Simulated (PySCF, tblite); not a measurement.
**C5H2F3O3 radical: geometry, infrared bands and EPR parameters**

What infrared bands and EPR parameters should C5H2F3O3 radical (`O=C1C[C]=C(OC(F)(F)F)O1`) show?

Programs: tblite 0.8.0 and PySCF 2.14.0, with density-fitted response routines of our own. Each step states its level of theory. These are calculated values for one molecule in the gas phase, unless marked as measured. Atoms are numbered from 0 throughout.

### 1 Starting geometry

13 atoms, charge 0, multiplicity 2; geometry from: force field or distance geometry start.

Bonds of the start (Å): O0–C1 1.25, C1–C2 1.49, C2–C3 1.46, C3–C4 1.31, C4–O5 1.40, O5–C6 1.44, C6–F7 1.38, C6–F8 1.37, C6–F9 1.38, C4–O10 1.39, O10–C1 1.39, C2–H11 1.13, C2–H12 1.12.

### 2 Relaxing the molecule with GFN2-xTB

The job: settings as JSON, then the geometry in Å.

```
{"job": {"kind": "relax", "xc": "GFN2-xTB", "basis": "xTB"}, "charge": 0, "multiplicity": 2}
O     -1.436000     2.246300     1.390600
C     -1.183800     1.134900     0.868600
C     -1.983900    -0.116400     0.846000
C     -1.150700    -1.051900     0.101900
C     -0.011200    -0.493400    -0.235900
O      0.980900    -1.160600    -0.955900
C      2.202100    -0.401300    -1.070200
F      3.071500    -1.202600    -1.785100
F      1.932800     0.714800    -1.818900
F      2.701600    -0.088400     0.180900
O     -0.002000     0.828500     0.204800
H     -2.148600    -0.490400     1.894600
H     -2.977100     0.081000     0.361000
```

Started as:

```console
> OMP_NUM_THREADS=1 python probes_run.py task.json out
```

The driver reads the jobs from task.json and runs them one after another.

**Question.** This job is followed by: GFN2-xTB harmonic vibrations, gas phase; UKS B3LYP, pcH-1 on C F H O, non-relativistic, mean-field spin-orbit, GIAO. Predict these results of the whole session: strongest single infrared mode (GFN2-xTB); zero-point energy (GFN2-xTB); g(iso) (B3LYP); ⟨S²⟩; largest a(iso) (averaged by class); surface potential, 1st and 99th percentile.

The runs gave:

| quantity | value |
| --- | --- |
| strongest single infrared mode (GFN2-xTB) | 1193 cm⁻¹, 485 km/mol |
| zero-point energy (GFN2-xTB) | 42.0 kcal/mol |
| g(iso) (B3LYP) | 2.00211 |
| ⟨S²⟩ | 0.761 (exact 0.75) |
| largest a(iso) (averaged by class) | 13C on C3, 498.8 MHz |
| surface potential, 1st and 99th percentile | -1.28 V and 1.58 V |

What this shows: Relaxing lowered the energy by 0.886 eV in 31 steps; the close pair that moved most is O5–C6, from 1.443 to 1.337 Å. The lowest mode is slightly imaginary (15i cm⁻¹), a soft motion within the noise of the Hessian, so the minimum is not strictly shown. The strongest single mode, at 1193 cm⁻¹, is spread over many atoms; the largest shares are those of O5, C4. Unscaled tight-binding wavenumbers are off by several per cent, some by more. Its intensities can rank the bands wrongly. Most of the unpaired spin sits on C3 (1.00 e). The isotropic g lies 0.2 ppt below the free-electron value.
